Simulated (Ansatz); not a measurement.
HPbNO4 in Ansatz: the effect of functional

HPbNO4:

```
H Pb N O
1.0
     4.19923    0.11117    0.16817
     1.91600    3.89132    0.12568
     1.76085    1.25259    6.37266
H Pb N O
1 1 1 4
Direct
  0.89145 0.68202 0.62796
  0.14426 0.92872 0.88352
  0.25670 0.28861 0.30171
  0.83108 0.65056 0.78405
  0.38694 0.22380 0.11295
  0.31104 0.03576 0.45856
  0.07726 0.60633 0.32275
```

The cell was built by a generator and needn't be a form met in nature.

Alike in all runs:

| Quantity | Value |
| --- | --- |
| Program | Ansatz 0.2.0 |
| Task | single point |
| Potentials or basis | Ansatz PAW |
| k mesh | 3 × 3 × 2 |
| Occupations | fermi-dirac, width 0.05 eV |
| Spin | no spin polarisation |

| functional | cutoff | gap on the mesh (eV) | pressure (GPa) | largest force (eV/Å) |
| --- | --- | --- | --- | --- |
| PBE0 | 420 eV (not typed: the program's choice for these potentials) | ? | ? | ? |
| r2SCANh | 500 eV (not typed: the program's choice for these potentials) | 3.98 | -4.5 | 1.21 |
| HSE06 | 420 eV (not typed: the program's choice for these potentials) | 4.18 | -4.2 | 1.61 |

**Question.** What does the run with functional PBE0 give?

**Answer.** gap on the mesh 4.92 eV; pressure -4.3 GPa; largest force 1.62 eV/Å.

Caveats: all runs use coarse meshes; odd divisions of the mesh miss points on the zone boundary, where band edges often lie, so the gap on the mesh can be too wide; spin-orbit coupling is left out, which as a rule narrows the gap of such compounds by several tenths of an eV; the PAW data sets come from PBE, with cores solved anew for the run's functional, which leaves a small shift of forces and pressure; forces of over 1 eV/Å show positions far from the minimum, so gaps and moduli don't describe the material at rest; the thresholds are loose for stress.

A k mesh can miss the band edges.
